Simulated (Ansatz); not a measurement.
**C3H8BNO: one species, many methods**

An exercise on one series of results from a longer session: the logs are not shown, and one member is left open.

The runs use Ansatz 0.2.0, Gaussian basis; functionals in def2-TZVPP, the program's frozen cores in correlated methods.

The runs, in order: PBE-D4, r2SCAN-D4, PBE0-D4, B3LYP-D4, ωB97X-V, ωB97M-V, B2PLYP; CCSD(T)/def2-TZVPP; MP2/def2-QZVPP; extrapolation to the limit.

### The geometry

The geometry comes from an earlier relaxation with PBE0-D4 in a triple-zeta def2 set; it is a stationary point, not always the lowest conformer.

SMILES `BCO/C=N/C`, 14 atoms, charge 0, spin multiplicity 1.

Atoms are counted from 1 here; the program's logs count them from 0.

Bond lengths: B1–C2 1.544 Å, B1–H7 1.194 Å, B1–H8 1.196 Å, C2–O3 1.425 Å, C2–H9 1.101 Å, C2–H10 1.101 Å, O3–C4 1.335 Å, C4–N5 1.256 Å, C4–H11 1.096 Å, N5–C6 1.439 Å, C6–H12 1.100 Å, C6–H13 1.093 Å, C6–H14 1.093 Å. Angles: C2–B1–H7 122.5°, C2–B1–H8 117.3°, H7–B1–H8 120.2°, B1–C2–O3 113.5°, B1–C2–H9 110.1°, B1–C2–H10 110.0°, O3–C2–H9 110.0°, O3–C2–H10 110.0°, H9–C2–H10 102.8°, C2–O3–C4 116.2°, O3–C4–N5 124.4°, O3–C4–H11 110.3°, N5–C4–H11 125.3°, C4–N5–C6 117.5°, N5–C6–H12 113.8°, N5–C6–H13 109.7°, N5–C6–H14 109.7°, H12–C6–H13 108.3° and more.

The first run:

in.yaml reads:

```yaml
crystal:
  periodic: [false, false, false]
  atoms:
    - {symbol: B, position_ang: [1.831364, -2.169831, 0.961024]}
    - {symbol: C, position_ang: [1.043515, -0.896404, 0.585726]}
    - {symbol: O, position_ang: [-0.117414, -1.156803, -0.198721]}
    - {symbol: C, position_ang: [-0.839132, -0.091753, -0.553550]}
    - {symbol: N, position_ang: [-0.556789, 1.091679, -0.241762]}
    - {symbol: C, position_ang: [-1.439865, 2.129267, -0.704575]}
    - {symbol: H, position_ang: [1.488084, -3.260698, 0.618137]}
    - {symbol: H, position_ang: [2.819137, -2.029694, 1.621087]}
    - {symbol: H, position_ang: [0.765549, -0.342019, 1.495740]}
    - {symbol: H, position_ang: [1.701831, -0.187835, 0.058942]}
    - {symbol: H, position_ang: [-1.704542, -0.400177, -1.150430]}
    - {symbol: H, position_ang: [-2.288117, 1.757339, -1.297650]}
    - {symbol: H, position_ang: [-1.835769, 2.684346, 0.150225]}
    - {symbol: H, position_ang: [-0.880749, 2.843284, -1.315391]}
basis:
  gaussian: {orbitals: def2-TZVPP}
hamiltonian: {xc: pbe, dispersion: d4}
output: {forces: true, orbitals: {seedname: orbitals}}
```

Started as:

```sh
$ ansatz run in.yaml --threads 4 --pin off --events-out ev --progress --plain --max-ram 10444MiB
```

Among the steps run: PBE-D4 (GGA); r2SCAN-D4 (meta-GGA); PBE0-D4 (hybrid); B3LYP-D4 (hybrid); ωB97X-V (range-separated); ωB97M-V (range-separated); B2PLYP (double hybrid); CCSD(T) in def2-TZVPP; MP2 in def2-QZVPP.

One of the session's tables, all rows but one given; the rest of the session is left out.

| method | atoms, summed (eV) | atomisation energy (eV) |
| --- | --- | --- |
| PBE-D4 | -7388.891 | 58.077 |
| r2SCAN-D4 | ? | ? |
| PBE0-D4 | -7390.751 | 56.830 |
| B3LYP-D4 | -7400.404 | 56.685 |
| ωB97X-V | -7397.476 | 56.603 |
| ωB97M-V | -7396.367 | 56.681 |
| B2PLYP | -7394.059 | 56.009 |
| HF/def2-TZVPP | -7369.568 | 40.599 |
| MP2/def2-TZVPP | -7382.585 | 55.803 |
| CCSD/def2-TZVPP | -7385.705 | 53.919 |
| CCSD(T)/def2-TZVPP | -7386.045 | 54.808 |
| MP2/CBS | -7384.949 | 57.208 |
| CCSD(T)/CBS | -7388.409 | 56.212 |

Estimate the missing values for r2SCAN-D4.

As computed: atoms, summed (eV): -7395.362; atomisation energy (eV): 56.627. In the column «atoms, summed (eV)» it lies between ωB97M-V (-7396.367) and B2PLYP (-7394.059).

Caveats from the session: Free atoms (1 B, 3 C, 1 O, 1 N, 8 H) were run apart at each level; the atomisation energy is their sum less the molecule, without zero-point or spin-orbit terms.
